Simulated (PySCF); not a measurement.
**CrH₂: quintet, from a linear start**

Where does quintet CrH₂ go from a linear start, is the end point a minimum, and what are its modes, charges and moments?

Method: PBE0, basis Cr def2-TZVP, H def2-TZVP, no relativity, density fitting; program: PySCF 2.14.0.

### 1 The system as given

3 atoms, charge 0, spin multiplicity 5.

Bond lengths: Cr1–H2 1.540 Å, Cr1–H3 1.540 Å. Angles: H2–Cr1–H3 180.0°.

Coordinates in bohr (charge 0 multiplicity 5):
```
Cr    0.0000    0.0000    0.0000
H     0.0000    0.0000    2.9102
H     0.0000    0.0000   -2.9102
```

### 2 Finding the electronic state

The steps below are one call of a driver around PySCF. For each, scf.py gives the equivalent set-up of the SCF; relaxations use the driver's own optimiser. After this first run the driver tries any further starts and a stability analysis.

Input file scf.py:

```python
from pyscf import gto, scf, dft
mol = gto.M(atom='''
Cr     0.000000     0.000000     0.000000
H      0.000000     0.000000     1.540000
H      0.000000     0.000000    -1.540000''',
    basis={'Cr': 'def2-TZVP', 'H': 'def2-TZVP'},
    charge=0, spin=4)
mf = dft.UKS(mol, xc='PBE0')
mf.grids.atom_grid = (50, 194)
aux = {'Cr': 'def2-universal-JKFIT', 'H': 'def2-universal-JKFIT'}
mf = mf.density_fit(auxbasis=aux)
mf.conv_tol = 1e-08
mf.diis_space = 10
mf.max_cycle = 60
mf.init_guess = 'minao'
mf.verbose = 4
mf.kernel()
```

Run with:

```sh
OMP_NUM_THREADS=2 python axn.py task.json out
```

After this run come: Relaxing the quintet from the linear start; Is it a minimum? Harmonic modes.

**Question.** What will these runs give? Wanted: minimum; geometry; wavenumbers; dipole moment; highest occupied, lowest empty level; polar-tensor charge of Cr1; zero-point energy; atomisation energy; ⟨S²⟩.

**Answer**, as computed:

| quantity | value |
| --- | --- |
| minimum | quintet, D∞h |
| geometry | Cr–H 1.723 Å (×2); H–Cr–H 180.0° |
| wavenumbers (cm⁻¹) | 464 (πu), 1473 (σu+), 1694 (σg+) |
| dipole moment | 0.00 D |
| highest occupied, lowest empty level (either spin) | -6.60, -3.73 eV |
| polar-tensor charge of Cr1 | +1.16 e |
| zero-point energy | 24.5 kJ/mol |
| entropy at 298.15 K | 216.7 J/(mol K) |
| atomisation energy (no zero-point energy) | 354 kJ/mol |
| ⟨S²⟩ | 6.025 |

What this shows: The linear start keeps its D∞h symmetry and ends in a minimum. In the infrared the band at 1473 cm⁻¹ (σu+, stretch) leads. Cr1 has a polar-tensor charge of +1.2 e (a dipole derivative, not a static charge), yet symmetry cancels the bond dipoles. Most of the spin sits on Cr1 (Mulliken spin 4.22, against 4 for the whole molecule). Only this shape and spin were tried, so other structures or states may lie lower. One determinant may miss the lowest occupation of an open d or f shell.
